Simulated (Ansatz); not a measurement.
# GeHF₃: a ladder of functionals and wavefunction methods

The task here is to estimate one member of a computed series from the others.

Method: functionals in def2-TZVPP, the program's frozen cores in correlated methods; program: Ansatz 0.2.0, Gaussian basis.

The runs, in order: LDA (SPW92), PBE-D4, revPBE-D4, BLYP-D4, r2SCAN-D4, B97M-V, PBE0-D4, B3LYP-D4, r2SCANh-D4, r2SCAN0-D4, HSE06-D4, BHLYP-D4, CAM-B3LYP-D4, LC-ωPBE, ωB97X-V, ωB97M-V, B2PLYP, PBE-QIDH; CCSD(T)/def2-SVP; CCSD(T)/def2-TZVPP; MP2/def2-QZVPP; extrapolation to the limit; RPA on PBE.

### The geometry

All runs share one geometry, relaxed beforehand with PBE0-D4 in a triple-zeta def2 set.

SMILES `[F][GeH]([F])[F]`, 5 atoms, charge 0, spin multiplicity 1.

Atoms are counted from 1 here; the program's logs count them from 0.

Bond lengths: F1–Ge2 1.707 Å, Ge2–F3 1.707 Å, Ge2–F4 1.707 Å, Ge2–H5 1.516 Å. Angles: F1–Ge2–F3 106.4°, F1–Ge2–F4 106.4°, F1–Ge2–H5 112.4°, F3–Ge2–F4 106.4°, F3–Ge2–H5 112.4°, F4–Ge2–H5 112.4°.

Coordinates:

```xyz
5
charge 0, multiplicity 1
F    -0.24976   -0.73406    1.48302
Ge    0.09556   -0.00866   -0.02333
F    -0.67306    1.51569   -0.01129
F    -0.70808   -0.94396   -1.20399
H     1.58524    0.09729   -0.28571
```

The first run:

Contents of in.yaml:

```yaml
crystal:
  periodic: [false, false, false]
  atoms:
    - {symbol: F, position_ang: [-0.249762, -0.734065, 1.483023]}
    - {symbol: Ge, position_ang: [0.095565, -0.008659, -0.023333]}
    - {symbol: F, position_ang: [-0.673062, 1.515692, -0.011289]}
    - {symbol: F, position_ang: [-0.708078, -0.943959, -1.203991]}
    - {symbol: H, position_ang: [1.585239, 0.097291, -0.285708]}
basis:
  gaussian: {orbitals: def2-TZVPP}
hamiltonian: {xc: lda}
output: {orbitals: {seedname: orbitals}}
```

Among the steps run: LDA; PBE-D4 (GGA); revPBE-D4 (GGA); BLYP-D4 (GGA); r2SCAN-D4 (meta-GGA); B97M-V (meta-GGA); PBE0-D4 (hybrid); B3LYP-D4 (hybrid); r2SCANh-D4 (hybrid); r2SCAN0-D4 (hybrid); HSE06-D4 (hybrid); BHLYP-D4 (hybrid); CAM-B3LYP-D4 (range-separated); LC-ωPBE-D4 (range-separated; the results give it without D4); ωB97X-V (range-separated); ωB97M-V (range-separated); B2PLYP (double hybrid); PBE-QIDH (double hybrid).

One table of the session follows, with a row left open; its other results are not shown here.

It belongs to the step «Orbital energies across the functionals». 

| functional | HOMO (eV) | gap (eV) |
| --- | --- | --- |
| LDA (SPW92) | -9.77 | 7.87 |
| PBE-D4 | -9.58 | 8.00 |
| revPBE-D4 | -9.50 | 8.06 |
| BLYP-D4 | -9.53 | 7.92 |
| r2SCAN-D4 | -10.05 | 8.89 |
| B97M-V | -10.15 | 8.82 |
| PBE0-D4 | -11.35 | 10.89 |
| B3LYP-D4 | -11.11 | 10.23 |
| r2SCANh-D4 | -10.70 | 9.94 |
| r2SCAN0-D4 | -11.67 | 11.48 |
| HSE06-D4 | -10.94 | 10.10 |
| BHLYP-D4 | ? | ? |
| CAM-B3LYP-D4 | -12.86 | 13.38 |
| LC-ωPBE | -14.14 | 16.11 |
| ωB97X-V | -13.82 | 15.66 |
| ωB97M-V | -13.69 | 15.31 |

Q: Estimate the row for BHLYP-D4 from the others.

Worked estimate for «HOMO (eV)». Against the share of exact exchange, BLYP-D4 (0, -9.53), B3LYP-D4 (0.2, -11.11) give a slope of -7.90 per unit share; at 0.5 the line stands at -13.48.

As computed: HOMO (eV): -13.04; gap (eV): 13.60. In «HOMO (eV)» the line misses by -0.44.
